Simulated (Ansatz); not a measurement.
# GeAs (quartet): the correlation ladder, cc-pVDZ

How much of the correlation energy of GeAs (quartet) does each wave-function method recover here?

Program: Ansatz 0.2.0, Gaussian basis. Level of theory: cc-pVDZ, core rule «outside noble gas», up to 28 orbitals frozen. These are calculated values, not measurements.

The runs, in order: UHF; CCSD(T) on ROHF; CCSD(T) on UHF; BCCD(T) on ROHF; CISD; CCSDT(Q) on ROHF; CCSDT(Q) on UHF; CASSCF and MRCISD+Q, 9 electrons in 8 orbitals; CASSCF and NEVPT4(SD), 9 electrons in 8 orbitals; CASSCF and NEVPT2, 9 electrons in 8 orbitals.

17 further runs of the same task are left out: 5 that didn't finish, 12 set aside as unsound or not needed.

### 1 The system

The geometry is a PBE0/def2-TZVP stationary point (not a proven minimum). No spin-orbit coupling is included. The filled d shell of Ge, As may be among the frozen orbitals whatever the setting's name suggests; the logs give the count.

2 atoms, charge 0, spin multiplicity 4.

Atoms are counted from 1 here; the program's logs count them from 0.

Bond lengths: Ge1–As2 2.531 Å.

### 2 UHF

in.yaml

```yaml
crystal:
  periodic: [false, false, false]
  atoms:
    - {symbol: Ge, position_ang: [0.000000, 0.000000, 0.000000]}
    - {symbol: As, position_ang: [0.000000, 0.000000, 2.531100]}
basis:
  gaussian: {orbitals: cc-pVDZ}
magnetization: {spin_polarized: true, initial_magnetization: 3}
hamiltonian: {xc: hf}
output: {orbitals: {seedname: orbitals}}
```

Launch:

```sh
$ ansatz run in.yaml --threads 1 --pin off --events-out ev --progress --plain --max-ram 2393MiB
```

After this run come: CCSD(T) on ROHF; CCSD(T) on UHF; BCCD(T) on ROHF; CISD; CCSDT(Q) on ROHF; CCSDT(Q) on UHF; CASSCF and MRCISD+Q, 9 electrons in 8 orbitals; CASSCF and NEVPT4(SD), 9 electrons in 8 orbitals; CASSCF and NEVPT2, 9 electrons in 8 orbitals.

Before running them: what should the planned runs give, taken together? Wanted: UCCSDT(Q) below the RHF energy; RMP2 from UCCSDT(Q); UMP2 from UCCSDT(Q); RCCSD from UCCSDT(Q); RCCSD(T) from UCCSDT(Q); UCCSD(T) from UCCSDT(Q); RCCSDT(Q) from UCCSDT(Q); NEVPT2 valence from UCCSDT(Q); NEVPT4(SD) valence from UCCSDT(Q).

**Answer**, as computed:

| quantity | value |
| --- | --- |
| UCCSDT(Q) below the RHF energy | -4.3719 eV |
| RMP2 from UCCSDT(Q) | +96.3 kJ/mol |
| UMP2 from UCCSDT(Q) | +98.7 kJ/mol |
| RCCSD from UCCSDT(Q) | +17.4 kJ/mol |
| RCCSD(T) from UCCSDT(Q) | +5.1 kJ/mol |
| UCCSD(T) from UCCSDT(Q) | +4.2 kJ/mol |
| RCCSDT(Q) from UCCSDT(Q) | +1.0 kJ/mol |
| NEVPT2 valence from UCCSDT(Q) | +75.6 kJ/mol |
| NEVPT4(SD) valence from UCCSDT(Q) | +6.4 kJ/mol |
| MRCISD+Q valence from UCCSDT(Q) | +0.5 kJ/mol |
| levels within 1 kcal/mol (43 meV) | UCCSD(T), RCCSDT, UCCSDT, RCCSDT(Q), MRCISD+Q valence |
| T1 diagnostic | 0.025 |
| effectively unpaired electrons | 3.04 |

In words: RCCSD(T) misses by +5.1 kJ/mol, 1.2 % of the correlation energy. One determinant dominates. Of the multireference levels listed MRCISD+Q valence comes nearest in total energy (+0.5 kJ/mol), which doesn't show that its space is the better one. These misses are within one basis, not against nature; the frozen cores of restricted and unrestricted runs differ, which can shift their rows.
